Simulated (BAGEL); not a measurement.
# InCl3 (SMILES [Cl][In]([Cl])[Cl]), step by step

We compute a single-point energy (HF/x2c-SV(P)all), then the energy (HF/x2c-SVPall), then the energy (HF/x2c-TZVPall) of InCl3. 

The calculation is run with BAGEL 1.2.2.

2 further runs of the same task are left out: 2 set aside as unsound or not needed.

## (1) The system as given

InCl3 has 4 atoms, charge 0, and is taken as a singlet. SMILES: `[Cl][In]([Cl])[Cl]`. The coordinates come from a PBE0-D4/def2-TZVP relaxation.

Bond lengths: Cl1–In2 2.293 Å, In2–Cl3 2.293 Å, In2–Cl4 2.293 Å. Angles: Cl1–In2–Cl3 120.0°, Cl1–In2–Cl4 120.0°, Cl3–In2–Cl4 120.0°.

## (2) A single-point energy at HF/x2c-SV(P)all (DKH2, density fitting with AutoAux, property dipole) (run 1)

File job.json:

```json
{ "bagel" : [

{
  "title" : "molecule",
  "basis" : "x2c-sv_p_all.json",
  "df_basis" : "x2c-sv_p_all-autoaux.json",
  "angstrom" : "true",
  "dkh" : "true",
  "geometry" : [
    { "atom" : "Cl", "xyz" : [   -0.202900,    0.521500,    2.213600 ] },
    { "atom" : "In", "xyz" : [    0.014400,   -0.014800,   -0.005300 ] },
    { "atom" : "Cl", "xyz" : [    1.015900,   -1.985200,   -0.615300 ] },
    { "atom" : "Cl", "xyz" : [   -0.772000,    1.418300,   -1.613200 ] }
  ]
},
{ "title" : "hf", "multipole" : 2 },
{ "title" : "print", "file" : "orbitals.molden", "orbitals" : "true" }

]}
```

The basis set x2c-SV(P)all is read from a file made from the Basis Set Exchange's data (not shown).

Run with:

```sh
$ BAGEL_NUM_THREADS=1 BAGEL job.json > job.out
```

Output:

```text
* using 1 threads per process

  ===============================================================
  ===============================================================

  *** Geometry ***

  { "atom" : "Cl", "xyz" : [     -0.383425,      0.985492,      4.183098 ] },
  { "atom" : "In", "xyz" : [      0.027212,     -0.027968,     -0.010016 ] },
  { "atom" : "Cl", "xyz" : [      1.919773,     -3.751484,     -1.162748 ] },
  { "atom" : "Cl", "xyz" : [     -1.458869,      2.680199,     -3.048506 ] },

  Number of auxiliary basis functions:      831

  Since a DF basis is specified, we compute 2- and 3-index integrals:
    o Being stored without compression. Storage requirement is 0.054 GB

  Number of basis functions:       90
  Number of electrons      :      100

    * METHOD: MOLECULE                             0.90

  *** RHF ***

  === Nuclear Repulsion ===
   692.2389144107

      * DIIS with orbital gradients will be used.

  === RHF iteration (x2c-sv_p_all.json) ===
      0      -7258.50016172          0.00690415           0.40
      1      -7258.55155978          0.00331316           0.41
      2      -7258.56327441          0.00031469           0.38
      3      -7258.56347890          0.00006846           0.38
      4      -7258.56348839          0.00001506           0.38
      5      -7258.56348873          0.00000279           0.37
      6      -7258.56348875          0.00000089           0.37
      7      -7258.56348875          0.00000024           0.38
      8      -7258.56348875          0.00000007           0.52
      9      -7258.56348875          0.00000001           0.38
     10      -7258.56348875          0.00000000           0.38
    * SCF iteration converged.

    * Permanent dipole moment:
           (   -0.001655,    -0.000689,     0.001078) a.u.

    * Permanent second moment (around the center of charge):
          Qxx   -44.479264
          Qxy     3.670558
          Qyy   -49.676955
          Qxz    -0.195221
          Qyz    -0.100759
          Qzz   -51.569977

    * METHOD: HF                                   5.28

    * METHOD: PRINT                                0.02

  ===============================================================
```

Run time: 6.6 s. Hardware: 1 thread of Intel Xeon Platinum 8259CL at 2.50GHz (Skylake/Cascade Lake), shared host; peak memory 0.26 GiB.

## (3) A single-point energy at HF/x2c-SVPall (DKH2, density fitting with AutoAux, property dipole) (run 2)

File hf.json:

```json
{ "bagel": [

{
  "title": "molecule",
  "basis": "x2c-svpall.json",
  "df_basis": "x2c-svpall-autoaux.json",
  "angstrom": "true",
  "dkh": "true",
  "geometry": [
    { "atom": "Cl", "xyz": [      -0.202900,       0.521500,       2.213600 ] },
    { "atom": "In", "xyz": [       0.014400,      -0.014800,      -0.005300 ] },
    { "atom": "Cl", "xyz": [       1.015900,      -1.985200,      -0.615300 ] },
    { "atom": "Cl", "xyz": [      -0.772000,       1.418300,      -1.613200 ] }
  ]
},

{
  "title": "hf",
  "multipole": 2
},

{
  "title": "print",
  "file": "orbitals.molden",
  "orbitals": "true"
}

]}
```

The basis set x2c-SVPall is read from a file made from the Basis Set Exchange's data (not shown).

Run with:

```sh
$ BAGEL_NUM_THREADS=1 BAGEL hf.json > hf.out
```

Output:

```text
* using 1 threads per process

  ===============================================================
  ===============================================================

  *** Geometry ***

  { "atom" : "Cl", "xyz" : [     -0.383425,      0.985492,      4.183098 ] },
  { "atom" : "In", "xyz" : [      0.027212,     -0.027968,     -0.010016 ] },
  { "atom" : "Cl", "xyz" : [      1.919773,     -3.751484,     -1.162748 ] },
  { "atom" : "Cl", "xyz" : [     -1.458869,      2.680199,     -3.048506 ] },

  Number of auxiliary basis functions:      831

  Since a DF basis is specified, we compute 2- and 3-index integrals:
    o Being stored without compression. Storage requirement is 0.054 GB

  Number of basis functions:       90
  Number of electrons      :      100

    * METHOD: MOLECULE                             0.92

  *** RHF ***

  === Nuclear Repulsion ===
   692.2389144107

      * DIIS with orbital gradients will be used.

  === RHF iteration (x2c-svpall.json) ===
      0      -7258.50016172          0.00690415           0.39
      1      -7258.55155978          0.00331316           0.49
      2      -7258.56327441          0.00031469           0.57
      3      -7258.56347890          0.00006846           0.39
      4      -7258.56348839          0.00001506           0.38
      5      -7258.56348873          0.00000279           0.40
      6      -7258.56348875          0.00000089           0.38
      7      -7258.56348875          0.00000024           0.38
      8      -7258.56348875          0.00000007           0.38
      9      -7258.56348875          0.00000001           0.40
     10      -7258.56348875          0.00000000           0.38
    * SCF iteration converged.

    * Permanent dipole moment:
           (   -0.001655,    -0.000689,     0.001078) a.u.

    * Permanent second moment (around the center of charge):
          Qxx   -44.479264
          Qxy     3.670558
          Qyy   -49.676955
          Qxz    -0.195221
          Qyz    -0.100759
          Qzz   -51.569977

    * METHOD: HF                                   5.52

    * METHOD: PRINT                                0.02

  ===============================================================
```

Run time: 6.9 s. Hardware: 1 thread of Intel Xeon Platinum 8259CL at 2.50GHz (Skylake/Cascade Lake), shared host; peak memory 0.26 GiB.

## (4) A single-point energy at HF/x2c-TZVPall (DKH2, density fitting with AutoAux, property dipole) (run 3)

File input.json:

```json
{ "bagel": [

{
  "title": "molecule",
  "basis": "x2c-tzvpall.json",
  "df_basis": "x2c-tzvpall-autoaux.json",
  "angstrom": true,
  "dkh": true,
  "geometry": [
    { "atom": "Cl", "xyz": [      -0.202900,       0.521500,       2.213600 ] },
    { "atom": "In", "xyz": [       0.014400,      -0.014800,      -0.005300 ] },
    { "atom": "Cl", "xyz": [       1.015900,      -1.985200,      -0.615300 ] },
    { "atom": "Cl", "xyz": [      -0.772000,       1.418300,      -1.613200 ] }
  ]
},

{
  "title": "hf",
  "multipole": 2
},

{
  "title": "print",
  "file": "orbitals.molden",
  "orbitals": true
}

]}
```

The basis set x2c-TZVPall is read from a file made from the Basis Set Exchange's data (not shown).

Run with:

```sh
$ BAGEL_NUM_THREADS=1 BAGEL input.json > input.out
```

Output:

```text
* using 1 threads per process

  ===============================================================
  ===============================================================

  *** Geometry ***

  { "atom" : "Cl", "xyz" : [     -0.383425,      0.985492,      4.183098 ] },
  { "atom" : "In", "xyz" : [      0.027212,     -0.027968,     -0.010016 ] },
  { "atom" : "Cl", "xyz" : [      1.919773,     -3.751484,     -1.162748 ] },
  { "atom" : "Cl", "xyz" : [     -1.458869,      2.680199,     -3.048506 ] },

  Number of auxiliary basis functions:     1195

  Since a DF basis is specified, we compute 2- and 3-index integrals:
    o Being stored without compression. Storage requirement is 0.280 GB

  Number of basis functions:      171
  Number of electrons      :      100

    * METHOD: MOLECULE                             4.09

  *** RHF ***

  === Nuclear Repulsion ===
   692.2389144107

      * DIIS with orbital gradients will be used.

  === RHF iteration (x2c-tzvpall.json) ===
      0      -7259.59419702          0.00653439           1.71
      1      -7259.66841377          0.00271242           1.67
      2      -7259.68021675          0.00035585           1.66
      3      -7259.68055365          0.00012248           1.71
      4      -7259.68060176          0.00004567           1.62
      5      -7259.68060814          0.00001017           1.62
      6      -7259.68060844          0.00000341           1.65
      7      -7259.68060848          0.00000095           1.63
      8      -7259.68060848          0.00000027           1.68
      9      -7259.68060848          0.00000008           1.62
     10      -7259.68060848          0.00000002           1.70
     11      -7259.68060848          0.00000001           1.60
    * SCF iteration converged.

    * Permanent dipole moment:
           (   -0.001553,    -0.000639,     0.001029) a.u.

    * Permanent second moment (around the center of charge):
          Qxx   -44.850678
          Qxy     3.414884
          Qyy   -49.686334
          Qxz    -0.181542
          Qyz    -0.093927
          Qzz   -51.448065

    * METHOD: HF                                  23.28

    * METHOD: PRINT                                0.09

  ===============================================================
```

Wall time 28 s (1 thread of Intel Xeon Platinum 8259CL at 2.50GHz (Skylake/Cascade Lake), shared host); peak memory 0.77 GiB.

## (5) Results

```
                             quantity           value
 run 1, HF/x2c-SV(P)all: total energy  -7258.56349 Eh
run 1, HF/x2c-SV(P)all: dipole moment          0.01 D
  run 1, HF/x2c-SV(P)all: HOMO energy       -12.62 eV
  run 1, HF/x2c-SV(P)all: LUMO energy         0.67 eV
run 1, HF/x2c-SV(P)all: HOMO–LUMO gap        13.29 eV
   run 2, HF/x2c-SVPall: total energy  -7258.56349 Eh
  run 2, HF/x2c-SVPall: dipole moment          0.01 D
    run 2, HF/x2c-SVPall: HOMO energy       -12.62 eV
    run 2, HF/x2c-SVPall: LUMO energy         0.67 eV
  run 2, HF/x2c-SVPall: HOMO–LUMO gap        13.29 eV
  run 3, HF/x2c-TZVPall: total energy  -7259.68061 Eh
 run 3, HF/x2c-TZVPall: dipole moment          0.01 D
   run 3, HF/x2c-TZVPall: HOMO energy       -12.74 eV
   run 3, HF/x2c-TZVPall: LUMO energy         0.60 eV
 run 3, HF/x2c-TZVPall: HOMO–LUMO gap        13.34 eV
```
